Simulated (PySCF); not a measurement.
# CH6ClFOSi2: a tour of settings, part 2 of 2

PySCF 2.14.0. Atoms count from 0. Earlier steps stand in the parts before.

## 4. NMR shieldings: mPW1PW91/pcSseg-1

The job: settings as JSON, then the geometry in Å.

```
{"job": {"kind": "nmr", "xc": "mPW1PW91", "basis": "pcSseg-1", "pop": false, "scf": {"level_shift": 0.9, "max_cycle": 86}}, "charge": 0, "multiplicity": 1}
F      0.964798     2.244438    -0.538720
Si     0.687731     0.947212     0.369818
C      1.876750    -0.390533    -0.277234
Cl     1.495838    -1.975524     0.450987
O     -0.832296     0.538464     0.105674
Si    -2.196945    -0.342357    -0.090963
H      0.879876     1.318540     1.753635
H      1.803858    -0.521635    -1.356330
H      2.914358    -0.180449    -0.028053
H     -1.837897    -1.557075    -0.817143
H     -2.682989    -0.622569     1.257288
H     -3.071883     0.540803    -0.854986
```

Level: GIAO mPW1PW91/pcSseg-1 NMR shielding, non-relativistic, gas phase.

What it wrote:

```text
final grid: 101856 points
cycle   1  E = -1255.7406528669  dE =  6.740e-01  |g| = 1.089e+00  |ddm| = 2.955e+00
cycle   2  E = -1255.9935229076  dE = -2.529e-01  |g| = 4.648e-01  |ddm| = 8.168e-01
cycle   3  E = -1256.0283420318  dE = -3.482e-02  |g| = 1.700e-01  |ddm| = 2.915e-01
cycle   4  E = -1256.0361190292  dE = -7.777e-03  |g| = 7.020e-02  |ddm| = 1.634e-01
cycle   5  E = -1256.0379751510  dE = -1.856e-03  |g| = 3.444e-02  |ddm| = 9.137e-02
cycle   6  E = -1256.0385575983  dE = -5.824e-04  |g| = 1.964e-02  |ddm| = 5.724e-02
cycle   7  E = -1256.0387662403  dE = -2.086e-04  |g| = 1.226e-02  |ddm| = 3.598e-02
cycle   8  E = -1256.0388510948  dE = -8.485e-05  |g| = 7.563e-03  |ddm| = 2.301e-02
cycle   9  E = -1256.0388858463  dE = -3.475e-05  |g| = 4.834e-03  |ddm| = 1.496e-02
cycle  10  E = -1256.0389005860  dE = -1.474e-05  |g| = 3.170e-03  |ddm| = 9.742e-03
cycle  11  E = -1256.0389069634  dE = -6.377e-06  |g| = 2.121e-03  |ddm| = 6.341e-03
cycle  12  E = -1256.0389098152  dE = -2.852e-06  |g| = 1.413e-03  |ddm| = 4.205e-03
cycle  13  E = -1256.0389110799  dE = -1.265e-06  |g| = 9.660e-04  |ddm| = 2.781e-03
cycle  14  E = -1256.0389116589  dE = -5.790e-07  |g| = 6.642e-04  |ddm| = 1.862e-03
cycle  15  E = -1256.0389119309  dE = -2.720e-07  |g| = 4.462e-04  |ddm| = 1.265e-03
cycle  16  E = -1256.0389120552  dE = -1.243e-07  |g| = 3.104e-04  |ddm| = 8.540e-04
cycle  17  E = -1256.0389121141  dE = -5.895e-08  |g| = 2.151e-04  |ddm| = 5.827e-04
cycle  18  E = -1256.0389121422  dE = -2.803e-08  |g| = 1.496e-04  |ddm| = 3.990e-04
cycle  19  E = -1256.0389121556  dE = -1.345e-08  |g| = 1.042e-04  |ddm| = 2.741e-04
cycle  20  E = -1256.0389121621  dE = -6.499e-09  |g| = 7.257e-05  |ddm| = 1.890e-04
cycle  21  E = -1256.0389121653  dE = -3.150e-09  |g| = 5.072e-05  |ddm| = 1.306e-04
cycle  22  E = -1256.0389121668  dE = -1.531e-09  |g| = 3.552e-05  |ddm| = 9.069e-05
cycle  23  E = -1256.0389121676  dE = -7.587e-10  |g| = 2.498e-05  |ddm| = 6.302e-05
level shift removed, Fock matrix diagonalised once more
converged SCF energy = -1256.0389121676

GIAO shielding tensors (ppm)
atom      isotropic    diamagn.    paramagn.     s11        s22        s33       span
  0 F      329.397     468.903    -139.506    264.894    342.443    380.855    115.961
  1 Si     384.057     878.352    -494.295    369.248    389.110    393.813     24.565
  2 C      152.985     254.792    -101.807    132.907    143.244    182.804     49.897
  3 Cl     963.142    1148.020    -184.878    862.865    920.642   1105.919    243.055
  4 O      295.169     398.104    -102.935    256.919    286.452    342.137     85.218
  5 Si     386.222     879.165    -492.944    352.334    358.049    448.282     95.948
  6 H       27.003      29.065      -2.061     23.778     24.216     33.016      9.238
  7 H       28.661      31.162      -2.501     23.532     27.377     35.073     11.541
  8 H       28.917      29.057      -0.139     22.719     27.954     36.079     13.360
  9 H       26.472      29.764      -3.292     22.409     26.403     30.602      8.193
 10 H       26.570      28.818      -2.248     23.263     24.853     31.594      8.331
 11 H       26.609      28.559      -1.949     22.888     24.927     32.014      9.126
```

Run time: 17 s. Hardware: 1 thread of Intel Xeon 6975P-C, shared host; peak memory 0.72 GiB.

Despite a large level shift, the SCF converged in 23 cycles.

This run: δ C2 33.1, F0 -157.8, Si1 -36.2, Si5 -38.3, H9 5.22, H6 4.76 ppm (means over like atoms).

## 5. J couplings: B97-2/pcseg-1

Settings changed since step 4:

```diff
@@ -1,2 +1,2 @@
-{"job": {"kind": "nmr", "xc": "mPW1PW91", "basis": "pcSseg-1", "pop": false, "scf": {"level_shift": 0.9, "max_cycle": 86}}, "charge": 0, "multiplicity": 1}
+{"job": {"kind": "j", "xc": "B97-2", "basis": "pcseg-1", "scf": {"damp": 0.1}}, "charge": 0, "multiplicity": 1}
 F      0.964798     2.244438    -0.538720
```

Level: B97-2/pcseg-1 indirect spin-spin coupling, non-relativistic, gas phase.

What it wrote:

```text
damping 0.10 in the first 6 cycles
final grid: 101856 points
cycle   1  E = -1255.8758748997  dE =  4.974e-01  |g| = 8.217e-01  |ddm| = 3.586e+00
cycle   2  E = -1255.7780114569  dE =  9.786e-02  |g| = 1.102e+00  |ddm| = 1.480e+00
cycle   3  E = -1255.6604596016  dE =  1.176e-01  |g| = 1.368e+00  |ddm| = 1.713e+00
cycle   4  E = -1255.2146368999  dE =  4.458e-01  |g| = 1.995e+00  |ddm| = 2.586e+00
cycle   5  E = -1254.9092393005  dE =  3.054e-01  |g| = 2.361e+00  |ddm| = 3.137e+00
cycle   6  E = -1247.8734289663  dE =  7.036e+00  |g| = 4.449e+00  |ddm| = 1.003e+01
cycle   7  E = -1192.8068461480  dE =  5.507e+01  |g| = 1.070e+01  |ddm| = 1.681e+01
cycle   8  E = -1252.7814720438  dE = -5.997e+01  |g| = 3.709e+00  |ddm| = 1.325e+01
cycle   9  E = -1254.1729633739  dE = -1.391e+00  |g| = 1.906e+00  |ddm| = 4.586e+00
cycle  10  E = -1255.7581945445  dE = -1.585e+00  |g| = 8.666e-01  |ddm| = 4.284e+00
cycle  11  E = -1255.9893331964  dE = -2.311e-01  |g| = 1.898e-01  |ddm| = 1.370e+00
cycle  12  E = -1255.9939918906  dE = -4.659e-03  |g| = 1.558e-01  |ddm| = 3.864e-01
cycle  13  E = -1256.0001448554  dE = -6.153e-03  |g| = 2.331e-02  |ddm| = 1.596e-01
cycle  14  E = -1256.0002814695  dE = -1.366e-04  |g| = 4.500e-03  |ddm| = 2.708e-02
cycle  15  E = -1256.0002867626  dE = -5.293e-06  |g| = 1.547e-03  |ddm| = 7.134e-03
cycle  16  E = -1256.0002872140  dE = -4.515e-07  |g| = 6.759e-04  |ddm| = 1.838e-03
cycle  17  E = -1256.0002872879  dE = -7.391e-08  |g| = 1.115e-04  |ddm| = 5.319e-04
cycle  18  E = -1256.0002872902  dE = -2.278e-09  |g| = 2.147e-05  |ddm| = 1.200e-04
cycle  19  E = -1256.0002872903  dE = -1.203e-10  |g| = 5.219e-06  |ddm| = 3.323e-05
converged SCF energy = -1256.0002872903

Indirect spin-spin couplings (Hz)
  i      j    bonds     total        FC       PSO       DSO        SD
  0 F    1 Si   1    275.987   213.197    68.643    -0.414    -5.440
  0 F    2 C    2     24.311    26.287    -1.994     0.004     0.014
  0 F    4 O    2    -12.759   -14.499     3.004     0.036    -1.300
  0 F    5 Si   3     -0.022     0.264    -0.051     0.211    -0.445
  0 F    6 H    2     51.173    53.830    -0.968    -1.248    -0.441
  0 F    7 H    3     -1.748    -1.591    -0.185     0.189    -0.162
  0 F    8 H    3     -0.781    -0.930     0.371    -0.217    -0.004
  0 F   10 H    4      1.660     2.275     0.496    -1.164     0.053
  0 F   11 H    4      0.277     0.538     0.044    -0.301    -0.005
  1 Si   2 C    1    -90.100   -89.822     1.241    -0.157    -1.362
  1 Si   4 O    1     11.239    17.415    -6.429     0.097     0.156
  1 Si   5 Si   2     -4.104    -4.114    -0.172    -0.049     0.232
  1 Si   6 H    1   -279.869  -279.417     1.106    -0.554    -1.004
  1 Si   7 H    2      3.939     3.998     0.084    -0.045    -0.098
  1 Si   8 H    2     -1.455    -1.286     0.021    -0.043    -0.147
  1 Si   9 H    3      0.174     0.071     0.008     0.109    -0.014
  1 Si  10 H    3     -0.757    -0.814    -0.049     0.139    -0.033
  1 Si  11 H    3     -2.107    -2.176    -0.101     0.224    -0.054
  2 C    4 O    2     -2.774    -2.879     0.114    -0.009         -
  2 C    5 Si   3      0.075     0.048     0.003     0.018     0.006
  2 C    6 H    2     19.109    19.328    -0.061    -0.158         -
  2 C    7 H    1    138.431   137.349     0.055     1.027         -
  2 C    8 H    1    136.126   135.030     0.098     0.999         -
  4 O    5 Si   1      2.305     5.750    -3.882     0.071     0.367
  4 O    6 H    2    -11.155   -11.409     0.152     0.101         -
  4 O    7 H    3      0.162     0.198    -0.007    -0.029         -
  4 O    8 H    3     -2.102    -2.268    -0.057     0.222         -
  4 O    9 H    2     -4.259    -4.249    -0.079     0.069         -
  4 O   10 H    2     -5.609    -5.601    -0.065     0.057         -
  4 O   11 H    2     -8.164    -8.161    -0.038     0.035         -
  5 Si   6 H    3     -1.084    -1.219    -0.039     0.217    -0.043
  5 Si   9 H    1   -223.735  -223.819     1.176    -0.283    -0.809
  5 Si  10 H    1   -224.278  -224.445     1.235    -0.268    -0.800
  5 Si  11 H    1   -227.259  -227.446     1.259    -0.261    -0.811
  6 H    7 H    3      2.781     4.114     0.955    -2.288         -
  6 H    8 H    3     -0.716    -0.698     0.122    -0.140         -
  6 H    9 H    4     -0.567     0.223     0.453    -1.243         -
  6 H   11 H    4     -0.630     0.087     0.460    -1.177         -
  7 H    8 H    2     -9.841   -10.046     1.906    -1.701         -
  7 H    9 H    5      0.516     0.089    -0.293     0.719         -
  7 H   10 H    5     -0.542     0.019     0.382    -0.943         -
  7 H   11 H    5     -0.316    -0.020     0.167    -0.463         -
  8 H    9 H    5     -0.274     0.108     0.514    -0.895         -
  8 H   10 H    5     -0.560     0.000     0.491    -1.051         -
  8 H   11 H    5     -0.458     0.164     0.545    -1.167         -
  9 H   10 H    2      8.610    10.264     0.520    -2.175         -
  9 H   11 H    2      8.657    10.380     0.536    -2.258         -
 10 H   11 H    2      8.191     9.984     0.565    -2.358         -
```

Wall time 19 s (1 thread of Intel Xeon 6975P-C, shared host); peak memory 0.73 GiB.

The basis is not made for couplings: without tight functions at the nuclei these values are rough.

A choice of the couplings up to four bonds, sorted by the number of bonds, with means over like pairs; isotopes 13C, 19F, 1H, 17O, 29Si:

```tsv
pair	bonds	J (Hz)	Fermi contact (Hz)	dihedral (°)
Si1–H6	1	-279.9	-279.4	–
F0–Si1	1	276.0	213.2	–
Si5–H9	1	-225.1	-225.2	–
C2–H7	1	138.4	137.3	–
C2–H8	1	136.1	135.0	–
Si1–C2	1	-90.1	-89.8	–
Si1–O4	1	11.2	17.4	–
O4–Si5	1	2.3	5.8	–
F0–H6	2	51.2	53.8	–
F0–C2	2	24.3	26.3	–
C2–H6	2	19.1	19.3	–
F0–O4	2	-12.8	-14.5	–
O4–H6	2	-11.2	-11.4	–
H7–H8	2	-9.8	-10.0	–
H9–H10	2	8.5	10.2	–
O4–H9	2	-6.0	-6.0	–
Si1–Si5	2	-4.1	-4.1	–
H6–H7	3	2.8	4.1	-171
O4–H8	3	-2.1	-2.3	-175
F0–H7	3	-1.7	-1.6	-52
Si5–H6	3	-1.1	-1.2	-96
```

The spin-dipole term was solved for some atoms only; pairs without it lack that part.

The response was solved for the nuclei of C, F, H, Si alone, so couplings that need other nuclei can be missing.

Quadrupole couplings from the field gradients of the same density:

```tsv
atom	isotope	eQq/h (MHz)	η
Cl3	35Cl	-76.3	0.03
O4	17O	-6.097	0.13
```

Joined with the shifts from before (OPBE/aug-cc-pVDZ, unscaled), the couplings predict the line list below for 300 MHz. Couplings to quadrupolar nuclei are left out.

1H NMR δ 5.62 (s, 3H), 5.46 (dd, J = 51.2, 2.8 Hz, 1H), 3.36 (ddd, J = 9.8, 2.8, 1.7 Hz, 1H), 3.20 (d, J = 9.8 Hz, 1H).

## 6. Shielding tensors: TPSS/cc-pCVDZ

Settings changed since step 5:

```diff
@@ -1,2 +1,2 @@
-{"job": {"kind": "j", "xc": "B97-2", "basis": "pcseg-1", "scf": {"damp": 0.1}}, "charge": 0, "multiplicity": 1}
+{"job": {"kind": "nmr", "xc": "TPSS", "basis": "cc-pCVDZ", "pop": false, "gauge": [0, 0, 50], "scf": {"guess": "random", "max_cycle": 91}}, "charge": 0, "multiplicity": 1}
 F      0.964798     2.244438    -0.538720
```

Method: TPSS/cc-pCVDZ.

What it wrote:

```text
KeyError: 'Element h (Z=1) not found in basis cc-pCVDZ version 0'
```

Wall time 0.03 s (1 thread of Intel Xeon 6975P-C, shared host).

Why it failed: The basis cc-pCVDZ has no functions for an element of the molecule, so the input was refused before any integral. The remedy is to choose a basis that covers all elements.

## 7. Side by side: NMR shifts

Shifts (ppm) of some atoms, chosen among heavy atoms and hydrogens apart, means over like atoms, with basis size and wall time:

```tsv
run	C2	H9	H6	F0	Si1	Si5	O4	functions	time
OPBE/aug-cc-pVDZ	32.6	5.62	5.46	-169.2	-21.7	-29.3	36.1	204	33 s
mPW1PW91/pcSseg-1	33.1	5.22	4.76	-157.8	-36.2	-38.3	39.7	153	17 s
```

## 8. Summary of results

The summary covers parts 1 to 2.

| quantity | value |
| --- | --- |
| lowest singlet (PBE0/3-21G) | 7.08 eV (175 nm), f = 0.008 |
| lowest triplet | 6.27 eV |
| surface potential, 1st and 99th percentile | -1.32 V and 1.70 V |
| 13C shifts against TMS (OPBE/aug-cc-pVDZ) | 32.6 ppm |
| 1H shifts against TMS (OPBE/aug-cc-pVDZ, means over atoms taken as alike) | 5.62, 5.46, 3.36, 3.20 ppm |
| 19F shifts against CFCl3 (OPBE/aug-cc-pVDZ) | -169.2 ppm |
| 29Si shifts against TMS (OPBE/aug-cc-pVDZ) | -21.7, -29.3 ppm |
| 17O shifts against H2O (OPBE/aug-cc-pVDZ) | 36.1 ppm |
| shieldings of Cl (OPBE/aug-cc-pVDZ) | Cl3 951.6 ppm |
| largest coupling of the table (B97-2/pcseg-1) | 1J(Si,H) Si1–H6, -279.9 Hz |
| range of the shift of Si1 | -36.2 to -21.7 ppm |
| property runs in this session | 5, of which 1 failed and 0 gave unsound results |

In words: Single values in the summary come from the first run of each kind that ended normally (PBE0/3-21G; OPBE/aug-cc-pVDZ; B97-2/pcseg-1), which need not be the best level. The first singlet state (HOMO→LUMO 0.95) lies at 7.08 eV and is weak. The lowest triplet lies 0.80 eV below the lowest singlet. The basis of PBE0/3-21G has no diffuse functions, so Rydberg states are missing and the high states are unreliable. At OPBE/aug-cc-pVDZ: Shielding is most anisotropic at Cl3 (span 261 ppm, paramagnetic term -195 ppm). In the run at B97-2/pcseg-1, the largest coupling of the table is Si1–H6, -279.9 Hz, of which the Fermi-contact term gives -279.4 Hz. Couplings across rotatable bonds belong to this one conformer; where others are populated, the observed values are averages. Among the atoms with a shift in every run: In ppm, Si1 moves most: its shift spreads over 14.4 ppm, from -36.2 (mPW1PW91/pcSseg-1) to -21.7 (OPBE/aug-cc-pVDZ). Couplings from bases without tight functions are rough.
